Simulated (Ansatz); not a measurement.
Debugging a rigid scan of one bond length of F2HSeSn, SMILES [F][Sn]([F])[SeH] (Ansatz's Python interface).

Script `f2hsesn.py`:
```python
# -*- coding: utf-8 -*-
"""Stretching a bond of F2HSeSn, the rest held rigid."""

import ansatz
from ase import Atoms
import numpy as np

atoms = Atoms(["F", "Sn", "F", "Se", "H"], positions=[
    (-0.1524, -1.8367, 1.6512),
    (0.2678, -0.1168, 0.7802),
    (1.9942, -0.2742, -0.0495),
    (-1.3795, 0.4479, -1.0196),
    (-0.6802, 1.7062, -1.4037),
])
geometry = ansatz.Crystal.molecule_from_ase(atoms)

symbols = [site.symbol for site in geometry.cartesian_sites]
start = np.array([site.position_ang for site in geometry.cartesian_sites])
axis = (start[2] - start[1]) / np.linalg.norm(start[2] - start[1])
moving = [2]
lengths, energies = [1.63, 1.77, 1.92, 2.11, 2.4, 2.88, 3.46, 4.23], []
for length in lengths:
    xyz = start.copy()
    xyz[moving] += (length - np.linalg.norm(start[2] - start[1])) * axis
    point = ansatz.Crystal.molecule()
    for symbol, place in zip(symbols, xyz):
        point = point.atom(symbol, place.tolist())
    calculation = (
        point.calculation()
        .basis(gaussian="def2-SVP")
        .functional("hf")
    )
    r = calculation.run().report
    energies.append(r["free_energy_ev"])
    print(f"r = {length:6.3f} A  E = {energies[-1]:.5f} eV  <S^2> = {abs(r['mean_field']['state']['spin_squared']):.3f}")

print("energy above the lowest point (eV):", [round(e - min(energies), 3) for e in energies])
```

Running `python f2hsesn.py` prints:
```text
r =  1.630 A  E = -76523.27817 eV  <S^2> = 0.750
r =  1.770 A  E = -76524.76094 eV  <S^2> = 0.750
r =  1.920 A  E = -76525.14210 eV  <S^2> = 0.750
r =  2.110 A  E = -76524.78053 eV  <S^2> = 0.750
r =  2.400 A  E = -76523.62944 eV  <S^2> = 0.750
r =  2.880 A  E = -76523.12739 eV  <S^2> = 0.750
r =  3.460 A  E = -76523.21454 eV  <S^2> = 0.750
r =  4.230 A  E = -76523.22459 eV  <S^2> = 0.750
energy above the lowest point (eV): [1.864, 0.381, 0.0, 0.362, 1.513, 2.015, 1.928, 1.918]
```

No error stopped it. What is wrong with the input all the same?

The fault: an open-shell molecule is run without spin. The correction:

```diff
--- before
+++ after
@@ -31,2 +31,3 @@
         .functional("hf")
+        .spin("collinear", total=1)
     )
```

The mended script runs so:

Output of `python f2hsesn.py`:
```text
r =  1.630 A  E = -76523.35750 eV  <S^2> = 0.766
r =  1.770 A  E = -76524.84769 eV  <S^2> = 0.768
r =  1.920 A  E = -76525.23799 eV  <S^2> = 0.771
r =  2.110 A  E = -76524.89098 eV  <S^2> = 0.775
r =  2.400 A  E = -76523.79211 eV  <S^2> = 0.817
r =  2.880 A  E = -76523.28186 eV  <S^2> = 0.858
r =  3.460 A  E = -76523.31307 eV  <S^2> = 0.753
r =  4.230 A  E = -76523.32226 eV  <S^2> = 0.752
energy above the lowest point (eV): [1.88, 0.39, 0.0, 0.347, 1.446, 1.956, 1.925, 1.916]
```

Notes:
- Total energies depend on the basis set; only differences at equal settings carry meaning.
- The rest of the molecule is held rigid at a force-field or estimated start geometry, and the basis set is modest; single-reference methods fail as a bond breaks.
- def2 sets replace the cores of elements past krypton by effective core potentials.
- The species is open-shell (spin multiplicity 2).
- The expectation value of S² is noticeably off S(S+1) in at least one run, so that state is spin-contaminated.
- Hartree-Fock leaves correlation out, so bond, atomisation and ionisation energies come out well too low.
- Spin-orbit coupling of the heavy open-shell atom is left out.
- Wall time of the script: 2.9 min on 1 thread of Arm Neoverse N1, with other jobs on the host, peak memory 0.47 GiB.
